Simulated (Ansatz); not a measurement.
# C4H12SSiZn: up Jacob's ladder to CCSD(T)

Aim: compute C4H12SSiZn with functionals from several rungs and with coupled cluster, and see how far each lands from CCSD(T) at the basis-set limit for the atomisation energy.

Method: functionals in def2-TZVPP, the program's frozen cores in correlated methods; program: Ansatz 0.2.0, Gaussian basis.

The runs, in order: LDA (SPW92), PBE-D4, revPBE-D4, BLYP-D4, r2SCAN-D4, B97M-V, PBE0-D4, B3LYP-D4, r2SCANh-D4, r2SCAN0-D4, HSE06-D4, BHLYP-D4, CAM-B3LYP-D4, LC-ωPBE, ωB97X-V, ωB97M-V, B2PLYP, PBE-QIDH; CCSD(T)/def2-SVP; CCSD(T)/def2-TZVPP; MP2/def2-QZVPP; extrapolation to the limit; RPA on PBE.

### Step 1. The relaxed structure

An earlier PBE0-D4 in a triple-zeta def2 set relaxation fixed the geometry.

SMILES `[CH3][Zn][S][Si](C)(C)C`, 19 atoms, charge 0, spin multiplicity 1.

Atoms are counted from 1 here; the program's logs count them from 0.

Bond lengths: C1–Zn2 1.935 Å, C1–H8 1.092 Å, C1–H9 1.092 Å, C1–H10 1.092 Å, Zn2–S3 2.167 Å, S3–Si4 2.146 Å, Si4–C5 1.874 Å, Si4–C6 1.868 Å, Si4–C7 1.874 Å, C5–H11 1.092 Å, C5–H12 1.094 Å, C5–H13 1.094 Å, C6–H14 1.094 Å, C6–H15 1.092 Å, C6–H16 1.092 Å, C7–H17 1.094 Å, C7–H18 1.092 Å, C7–H19 1.094 Å. Angles: Zn2–C1–H8 110.4°, Zn2–C1–H9 110.7°, Zn2–C1–H10 110.7°, H8–C1–H9 108.3°, H8–C1–H10 108.2°, H9–C1–H10 108.4°, C1–Zn2–S3 179.6°, Zn2–S3–Si4 98.2°, S3–Si4–C5 110.7°, S3–Si4–C6 106.1°, S3–Si4–C7 110.7°, C5–Si4–C6 110.1°, C5–Si4–C7 109.1°, C6–Si4–C7 110.1°, Si4–C5–H11 110.8°, Si4–C5–H12 110.7°, Si4–C5–H13 111.6°, H11–C5–H12 108.3° and more.

### Step 2. LDA

This LDA is Slater exchange with PW92 correlation.

in.yaml

```yaml
crystal:
  periodic: [false, false, false]
  atoms:
    - {symbol: C, position_ang: [3.591548, 0.605658, 1.272025]}
    - {symbol: Zn, position_ang: [1.949930, -0.418035, 1.273878]}
    - {symbol: S, position_ang: [0.116848, -1.573711, 1.284754]}
    - {symbol: Si, position_ang: [-0.983109, -0.419146, -0.150938]}
    - {symbol: C, position_ang: [-0.128601, -0.448811, -1.818147]}
    - {symbol: C, position_ang: [-2.667714, -1.217431, -0.277571]}
    - {symbol: C, position_ang: [-1.153107, 1.358262, 0.418378]}
    - {symbol: H, position_ang: [3.592560, 1.321949, 0.447317]}
    - {symbol: H, position_ang: [3.703215, 1.159187, 2.206605]}
    - {symbol: H, position_ang: [4.455911, -0.051311, 1.154670]}
    - {symbol: H, position_ang: [0.026811, -1.475848, -2.155971]}
    - {symbol: H, position_ang: [-0.729650, 0.072396, -2.569682]}
    - {symbol: H, position_ang: [0.848327, 0.041766, -1.777796]}
    - {symbol: H, position_ang: [-3.292667, -0.684241, -1.000010]}
    - {symbol: H, position_ang: [-2.582109, -2.256991, -0.602040]}
    - {symbol: H, position_ang: [-3.177150, -1.206361, 0.688655]}
    - {symbol: H, position_ang: [-0.182441, 1.860724, 0.466849]}
    - {symbol: H, position_ang: [-1.604773, 1.405972, 1.411767]}
    - {symbol: H, position_ang: [-1.783850, 1.925972, -0.272735]}
basis:
  gaussian: {orbitals: def2-TZVPP}
hamiltonian: {xc: lda}
output: {orbitals: {seedname: orbitals}}
```

The run is started by

```console
$ ansatz run in.yaml --threads 2 --pin off --events-out ev --progress --plain --max-ram 22528MiB --backend cuda --devices 0, --max-vram 18GiB
```

The runs that follow: PBE-D4 (GGA); revPBE-D4 (GGA); BLYP-D4 (GGA); r2SCAN-D4 (meta-GGA); B97M-V (meta-GGA); PBE0-D4 (hybrid); B3LYP-D4 (hybrid); r2SCANh-D4 (hybrid); r2SCAN0-D4 (hybrid); HSE06-D4 (hybrid); BHLYP-D4 (hybrid); CAM-B3LYP-D4 (range-separated); LC-ωPBE (range-separated); ωB97X-V (range-separated); ωB97M-V (range-separated); B2PLYP (double hybrid); PBE-QIDH (double hybrid); CCSD(T) in def2-SVP; CCSD(T) in def2-TZVPP; MP2 in def2-QZVPP; RPA on PBE orbitals.

Q: Predict the results of all the runs planned. Wanted: atomisation energy, CCSD(T)/CBS; farthest beyond LDA; mean size of error, GGA; mean size of error, meta-GGA; mean size of error, hybrid; mean size of error, range-separated; mean size of error, double hybrid; gap, smallest and largest; T1 diagnostic.

**Answer**, as computed:

| quantity | value |
| --- | --- |
| atomisation energy, CCSD(T)/CBS | 71.323 eV |
| functionals within 0.357 eV (0.5 %) | B97M-V, PBE0-D4, B3LYP-D4, r2SCANh-D4, r2SCAN0-D4, HSE06-D4, CAM-B3LYP-D4, LC-ωPBE, ωB97X-V, ωB97M-V, PBE-QIDH |
| farthest beyond LDA | BHLYP-D4 (-1.440 eV) |
| mean size of error, GGA | 0.763 eV |
| mean size of error, meta-GGA | 0.300 eV |
| mean size of error, hybrid | 0.427 eV |
| mean size of error, range-separated | 0.163 eV |
| mean size of error, double hybrid | 0.520 eV |
| gap, smallest and largest | 4.54 eV (LDA (SPW92)), 11.16 eV (LC-ωPBE) |
| T1 diagnostic | 0.0121 |
| triples share of the correlation energy | 3.8 % |

The LDA atomisation energy is off by 8.831 eV (12 %): it overbinds. PBE-D4 is off by +0.744 eV. Double hybrids carry the basis error of their MP2 part in triple zeta, and no dispersion term here, so their miss is partly the set-up's. The rungs range-separated, meta-GGA miss on average by less than the doubt on the reference (0.357 eV), so they tie. Misses under about 0.357 eV are within the doubt on the reference itself, which lacks core-valence correlation, relativity and higher excitations. Hartree-Fock recovers 76 % of the binding; the rest is correlation. CCSD(T) in def2-SVP is off by -3.748 eV, more than most functionals: a good method in a small basis is no reference. Orbital gaps span 4.5 to 11.2 eV; exact exchange widens them. For Zn the d shell is correlated and the shells below it are frozen.
